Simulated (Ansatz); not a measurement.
# Y2C: other elements on the same sites

An exercise on one series of results from a longer session: the logs are not shown, and one member is left open.

Computed with Ansatz 0.2.0 (DFT r2SCAN, scalar-relativistic, plane waves, PAW, unless a step's input says otherwise).

## The structure to begin with

The structure is trigonal, space group R-3m (No. 166). Conventional cell: a = 3.618 Å, b = 3.618 Å, c = 18.398 Å, α = 90.00°, β = 90.00°, γ = 120.00°. Around Y (site symmetry 3m) lie 3 C at 2.49 Å. Around C (site symmetry -3m) lie 6 Y at 2.49 Å.

As a file:

```cif
data_structure
_symmetry_space_group_name_H-M 'R-3m:H'
_symmetry_Int_Tables_number 166
_cell_length_a 3.6178
_cell_length_b 3.6178
_cell_length_c 18.3979
_cell_angle_alpha 90.000
_cell_angle_beta 90.000
_cell_angle_gamma 120.000
_cell_volume 208.54
loop_
_atom_site_label
_atom_site_type_symbol
_atom_site_symmetry_multiplicity
_atom_site_Wyckoff_symbol
_atom_site_fract_x
_atom_site_fract_y
_atom_site_fract_z
_atom_site_occupancy
Y1 Y 6 c 0.00000 0.00000 0.73992 1
C1 C 3 a 0.00000 0.00000 0.00000 1
```

It goes back to an entry of the Materials Project, which need not be the stable form.

It is the result of an earlier relaxation at this level (volume 23.17 Å³/atom; gap on the mesh: none (metal)).

The first run:

Input file input.yaml:

```yaml
crystal:
  lattice:
    - [1.7952586218, 1.0364930486, 6.0863794229]
    - [-1.7952586218, 1.0364930486, 6.0863794229]
    - [0.0, -2.0729860971, 6.0863794229]
  atoms:
    - { symbol: Sc, position: [0.7399162936, 0.7399162936, 0.7399162936] }
    - { symbol: Sc, position: [0.2600837064, 0.2600837064, 0.2600837064] }
    - { symbol: Si, position: [0.0, 0.0, 0.0] }
basis:
  ecutwfc: 500
kpoints:
  mp_grid: { grid: [6, 6, 6] }
hamiltonian:
  xc: r2scan
scf:
  occupations: { method: gaussian, width: 0.1 }
output:
  forces: true
  stress: true
  eigenvalues: true
```

Steps of the session up to this table: Probe: one point at the start (Sc2Si); Rough relaxation on the coarse mesh (Sc2Si); Full relaxation (Sc2Si).

One of the session's tables, all rows but one given; the rest of the session is left out.

Lengths are those of the vectors of the cell that was run:

| swap | volume (Å³/atom) | a (Å) | b (Å) | c (Å) |
| --- | --- | --- | --- | --- |
| none | 23.17 | 6.479 | 6.479 | 6.479 |
| C → Ge | ? | ? | ? | ? |
| C → Pb | 34.72 | 6.533 | 6.533 | 6.533 |
| Y → Sc | 17.73 | 5.847 | 5.847 | 5.847 |
| C → Si, Y → Sc | 23.52 | 5.715 | 5.715 | 5.715 |

Estimate the missing values for C → Ge.

As computed: volume (Å³/atom): 30.58; a (Å): 6.620; b (Å): 6.620; c (Å): 6.620. In the column «volume (Å³/atom)» it lies between C → Si, Y → Sc (23.52) and C → Pb (34.72).

Lengths are those of the computed cell. Rows of earlier swaps come from the sessions before.
